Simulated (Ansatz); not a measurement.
**B2PLYP/def2-TZVP run of GeH3Cl (chlorogermane)**

Aim: the electronic atomisation energy of GeH3Cl (chlorogermane) at B2PLYP/def2-TZVP, from 4 runs. 

Program for the calculation: Ansatz 0.2.0.

46 further runs of the same task are left out: 6 that didn't finish, 40 set aside as unsound or not needed.

## Step 1: Starting point

The species is GeH3Cl (5 atoms), meant as a singlet with charge 0. SMILES: `[Cl][GeH3]`. Geometry: relaxed at PBE0-D4/def2-TZVP.

Bond lengths: Cl1–Ge2 2.155 Å, Ge2–H3 1.532 Å, Ge2–H4 1.532 Å, Ge2–H5 1.532 Å. Angles: Cl1–Ge2–H3 107.1°, Cl1–Ge2–H4 107.1°, Cl1–Ge2–H5 107.1°, H3–Ge2–H4 111.7°, H3–Ge2–H5 111.7°, H4–Ge2–H5 111.7°.

## Step 2: The energy at B2PLYP/def2-TZVP

job.yaml

```yaml
crystal:
  periodic: [false, false, false]
  atoms:
    - symbol: Cl
      position_ang: [-1.875800, -0.025100, 0.641300]
    - symbol: Ge
      position_ang: [0.161800, -0.013900, -0.060600]
    - symbol: H
      position_ang: [0.160400, 0.656200, -1.438100]
    - symbol: H
      position_ang: [0.619000, -1.473700, -0.140600]
    - symbol: H
      position_ang: [0.984500, 0.782900, 0.956700]
basis:
  gaussian:
    orbitals: def2-TZVP
hamiltonian:
  xc: {name: B2PLYP}
correlation:
  frozen_orbitals: {Cl: 5, Ge: 9, H: 0}
accuracy: high
output: {orbitals: {seedname: orbitals}}
```

Launch:

```bash
$ ansatz run job.yaml --threads 1 --pin off --max-ram 3480MiB --events-out events.jsonl --progress --plain --runs-dir runs
```

Standard output:

```text
Warning: RAYON_NUM_THREADS=1 ignored (pool sized by the plan → 1); use --threads N
Functional definition: B2PLYP
  name "B2PLYP"
  parameter a = 0.53
  parameter c = 0.27
  exchange = (1 - a)*b88_x + a*exact_x
  correlation = (1 - c)*lyp_c + c*(mp2_os + mp2_ss)
1678 factors; integrals over basis functions are off by at most 4.4e-9 eV
mean field evaluation 1: about -69072.8144 eV, gradient 1.6e1 eV
mean field evaluation 2: about -69072.9273 eV, gradient 1.6e1 eV
mean field evaluation 4: about -69073.3371 eV, gradient 1.1e0 eV
mean field evaluation 8: about -69073.3404 eV, gradient 2.0e-2 eV
mean field evaluation 16: about -69073.3404 eV, gradient 2.5e-6 eV
mean field -69073.34042757 eV, -2538.3984411214 hartree, gradient 7.6e-8 eV, S^2 0.000000; 0 other end points of the search recorded, 0 dependent functions left out
14 core orbitals not correlated: weight in the atoms' cores, before any rotation towards them, 1.000 or more for the frozen orbitals, at most 0.000 for the correlated occupied ones
reference -69073.34045049 eV, -2538.3984419639 hartree; 12, 12 occupied and 77, 77 virtual orbitals, 1678 factors
second order -14.61629268 eV of doubles, -0.00000000 eV of singles
Total energy: -69077.28684952 eV, -2538.5434694531 hartree
```

Wall time 10 s (1 thread of Arm Neoverse V1, shared host); peak memory 0.3 GiB.

## Step 3: The Cl atom at the same level

job.yaml

```yaml
crystal:
  periodic: [false, false, false]
  atoms:
    - {symbol: Cl, position_ang: [0.000000, 0.000000, 0.000000]}
basis:
  gaussian: {orbitals: def2-TZVP}
magnetization: {spin_polarized: true, initial_magnetization: 1}
hamiltonian: {xc: {name: B2PLYP}}
correlation: {frozen_orbitals: {Cl: 5}}
accuracy: high
```

Run the same way, it converges to -460.02114 Eh (log not shown).

## Step 4: The Ge atom

job.yaml

```yaml
crystal:
  periodic: [false, false, false]
  atoms:
    - {symbol: Ge, position_ang: [0.000000, 0.000000, 0.000000]}
basis:
  gaussian:
    orbitals: def2-TZVP
magnetization:
  spin_polarized: true
  initial_magnetization: 2
hamiltonian:
  xc: {name: B2PLYP}
accuracy: high
correlation:
  frozen_orbitals: {Ge: 9}
```

Run the same way, it converges to -2076.55041 Eh (log not shown).

## Step 5: The H atom, same level

molecule.yaml

```yaml
basis:
  gaussian:
    orbitals: def2-TZVP
crystal:
  periodic: [false, false, false]
  atoms:
    - {symbol: H, position_ang: [0.000000, 0.000000, 0.000000]}
magnetization:
  spin_polarized: true
  initial_magnetization: 1
hamiltonian:
  xc: {name: B2PLYP}
correlation:
  frozen_orbitals: {H: 0}
accuracy: high
```

Launch:

```bash
$ ansatz run molecule.yaml --threads 1 --pin off --max-ram 3480MiB --events-out events.jsonl --progress --plain --runs-dir runs
```

Standard output (excerpt; [...] marks lines left out):

```text
Warning: RAYON_NUM_THREADS=1 ignored (pool sized by the plan → 1); use --threads N
[... 6 set-up lines as earlier in the session ...]
21 factors; integrals over basis functions are off by at most 4.9e-8 eV
mean field evaluation 1: about -13.5553 eV, gradient 9.2e-1 eV
mean field evaluation 2: about -13.5550 eV, gradient 9.2e-1 eV
mean field evaluation 4: about -13.5680 eV, gradient 3.9e-3 eV
mean field evaluation 8: about -13.5679 eV, gradient 7.0e-9 eV
mean field -13.56793857 eV, -0.4986125459 hartree, gradient 6.3e-9 eV, S^2 0.750000; 0 other end points of the search recorded, 0 dependent functions left out
reference -13.56795340 eV, -0.4986130906 hartree; 1, 0 occupied and 5, 6 virtual orbitals, 21 factors
second order 0.00000000 eV of doubles, -0.00000000 eV of singles
Total energy: -13.56795340 eV, -0.4986130906 hartree
```

It took 0.14 s on 1 thread of Arm Neoverse V1, shared host.

## Step 6: Results

At B2PLYP/def2-TZVP, 14 core orbitals frozen:

| quantity | value |
| --- | --- |
| molecule: total energy | -2538.54347 Eh |
| molecule: HOMO energy (SCF part's orbitals) | -9.98 eV |
| molecule: LUMO energy (SCF part's orbitals) | 0.96 eV |
| molecule: HOMO–LUMO gap (SCF part's orbitals) | 10.94 eV |
| Cl atom: total energy | -460.02114 Eh |
| Cl atom: ⟨S²⟩ | 0.755 |
| Ge atom: total energy | -2076.55041 Eh |
| Ge atom: ⟨S²⟩ | 2.005 |
| H atom: total energy | -0.49861 Eh |
| H atom: ⟨S²⟩ | 0.750 |
| electronic atomisation energy | 12.955 eV |

In words: Taking the molecule apart into free atoms costs 12.95 eV (299 kcal/mol), before zero-point energy and without spin-orbit coupling.
